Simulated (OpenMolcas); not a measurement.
**Au⁶⁺ among point charges: CASSCF and CASPT2 levels and susceptibility**

Aim: the splitting of the states of Au⁶⁺ in the field of 5 point charges, its lowest levels with spin-orbit coupling and its magnetic susceptibility.

The numbers are computed with OpenMolcas 26.06 (state-averaged CASSCF and CASPT2, spin-orbit coupling by RASSI with atomic mean-field integrals), except any that are marked as measured or tabulated.

### Step 1. The system

- Species: Au⁶⁺ (gold, Z = 79, 73 electrons)
- Basis: ANO-RCC-VDZP [7s6p4d2f], 59 functions
- Scalar Hamiltonian: DKH2, point nucleus
- Inactive shells: 1s 2s 2p 3s 3p 3d 4s 4p 4d 4f 5s 5p
- Active space: 5 electrons in 5 orbitals (5d)
- Some configurations of this space: 5d⁵
- Orbitals: optimised for each spin and parity, averaged over all roots

The outer shells:

5d5
```
5d [↑ ][↑ ][↑ ][↑ ][↑ ]
```

The ion sits among 5 point charges of -1.5 e arranged as a trigonal bipyramid (D3h), 1.87 Å from the ion, with the axial distance 1.833 Å.

The work runs as a chain of OpenMolcas steps in one folder; each step below is one input file. Labels, J, g values, rates, χT and fits are worked out afterwards by a script from the matrices that RASSI stores.

### Step 2. One- and two-electron integrals

File a.inp:

```
&GATEWAY
Coord
1

Au 0.0 0.0 0.0
Basis=ANO-RCC-VDZP
Group=NoSym
NoMove
AngMom=0.0 0.0 0.0
AMFI
XField
5 Angstrom 0
1.870000 0.000000 0.000000 -1.500000
-0.935000 1.619468 0.000000 -1.500000
-0.935000 -1.619468 0.000000 -1.500000
0.000000 0.000000 1.832600 -1.500000
0.000000 0.000000 -1.832600 -1.500000
&SEWARD
```

The run is started by

```bash
$ OMP_NUM_THREADS=1 MOLCAS_MEM=1689 MOLCAS_PROJECT=a pymolcas a.inp > a.log
```

### Step 3. Reference wave functions, sextets, 1 root

File a.inp:

```
&RASSCF
FileOrb=start.orb
Symmetry=1
Spin=6
nActEl=5 0 0
Inactive=34
Ras2=5
CIRoot=1 1 1
SDav=1
CIMx=300
Iter=120 100
PrWF=0.3
OrbListing=Nothing
MaxOrb=0
>>> COPY $Project.JobIph JOB001
```

start.orb holds the contracted functions of the basis, ordered by shell, or the orbitals of the step before.

### Step 4. CASSCF: quartets, 24 roots

File a.inp:

```
&RASSCF
FileOrb=start.orb
Symmetry=1
Spin=4
nActEl=5 0 0
Inactive=34
Ras2=5
CIRoot=24 24 1
SDav=24
CIMx=300
Iter=120 100
PrWF=0.3
OrbListing=Nothing
MaxOrb=0
>>> COPY $Project.JobIph JOB002
```

### Step 5. CASSCF: doublets, 75 roots

File a.inp:

```
&RASSCF
FileOrb=start.orb
Symmetry=1
Spin=2
nActEl=5 0 0
Inactive=34
Ras2=5
CIRoot=75 75 1
SDav=75
CIMx=300
Iter=120 100
PrWF=0.3
OrbListing=Nothing
MaxOrb=0
>>> COPY $Project.JobIph JOB003
```

### Step 6. State interaction with spin-orbit coupling

File a.inp:

```
&RASSI
NrOfJobIphs=3 1 24 75
1
1 2 3 4 5 6 7 8 9 10 11 12 13 14 15 16 17 18 19 20 21 22 23 24
1 2 3 4 5 6 7 8 9 10 11 12 13 14 15 16 17 18 19 20 21 22 23 24 25 26 27
28 29 30 31 32 33 34 35 36 37 38 39 40 41 42 43 44 45 46 47 48 49 50 51
52 53 54 55 56 57 58 59 60 61 62 63 64 65 66 67 68 69 70 71 72 73 74 75
IphNames
JOB001
JOB002
JOB003
EJob
SpinOrbit
DIPRint=1.0
SOCoupling=1000.0
Subsets=2
Property=9
'ANGMOM' 1 'ANGMOM' 2 'ANGMOM' 3 'MLTPL  1' 1 'MLTPL  1' 2 'MLTPL  1' 3
'AMFI' 1 'AMFI' 2 'AMFI' 3
SOProperty=3
'ANGMOM' 1 'ANGMOM' 2 'ANGMOM' 3
```

### Step 7. CASPT2: IPEA 0.25, imaginary shift 0.1 (closed shells correlated: 4f 5s 5p)

File a.inp:

```
>>> COPY JOB001 $Project.JobIph
&CASPT2
Multistate=1 1
Frozen=23
IPEA=0.25
Imaginary=0.1
MaxIter=60
WThr=0.0 0.3 0.05
PrWF=0.5
NoMix
>>> COPY JOB002 $Project.JobIph
&CASPT2
Multistate=24 1 2 3 4 5 6 7 8 9 10 11 12 13 14 15 16 17 18 19 20 21 22
23 24
NoMult
Frozen=23
IPEA=0.25
Imaginary=0.1
MaxIter=60
WThr=0.0 0.3 0.05
PrWF=0.5
NoMix
>>> COPY JOB003 $Project.JobIph
&CASPT2
Multistate=75 1 2 3 4 5 6 7 8 9 10 11 12 13 14 15 16 17 18 19 20 21 22
23 24 25 26 27 28 29 30 31 32 33 34 35 36 37 38 39 40 41 42 43 44 45 46
47 48 49 50 51 52 53 54 55 56 57 58 59 60 61 62 63 64 65 66 67 68 69 70
71 72 73 74 75
NoMult
Frozen=23
IPEA=0.25
Imaginary=0.1
MaxIter=60
WThr=0.0 0.3 0.05
PrWF=0.5
NoMix
```

(Steps that only read results are left out.)

Before running it: what results should come out? Wanted: spin-free ground state; lowest level; next level.

**Answer**, as computed:

| quantity | value |
| --- | --- |
| method | SS-CASPT2, IPEA 0.25, imaginary shift 0.1 (closed shells correlated: 4f 5s 5p) |
| spin-free ground state | 6A1, 1-fold in its orbital part |
| lowest level | 2-fold E1/2, g = 0.00, 0.00, 9.36 |
| next level | 147.0 cm⁻¹ |
| χT at 300 K | 3.68 cm³ K/mol |
| effective moment at 300 K | 5.42 μB |

Cost by method:

| method | time of its own steps | time with the reference |
| --- | --- | --- |
| A. CASSCF | 30 s | 30 s |
| B. SS-CASPT2, IPEA 0.25, imaginary shift 0.1, +4f 5s 5p | 24 s | 54 s |

Times are of one thread on a shared host.

What this shows: The spin-free ground state (6A1) comes to 100 % from free-ion S terms and keeps the highest spin of the shell. χT at 300 K is 3.68, against 4.39 cm³ K/mol for the spin alone, so spin-orbit coupling lowers it. An active space of the d shell alone favours high spin; real ions in strong fields can be low spin. CASPT2 does not keep the components of a term degenerate, and the means are used. The field of point charges can differ much from that of real complexes. With metal d orbitals alone active, the gaps between spin states are rough; where two lie within a few thousand cm-1, their order is open. Point charges carry no covalency, so the field is a model and not that of real ligands.
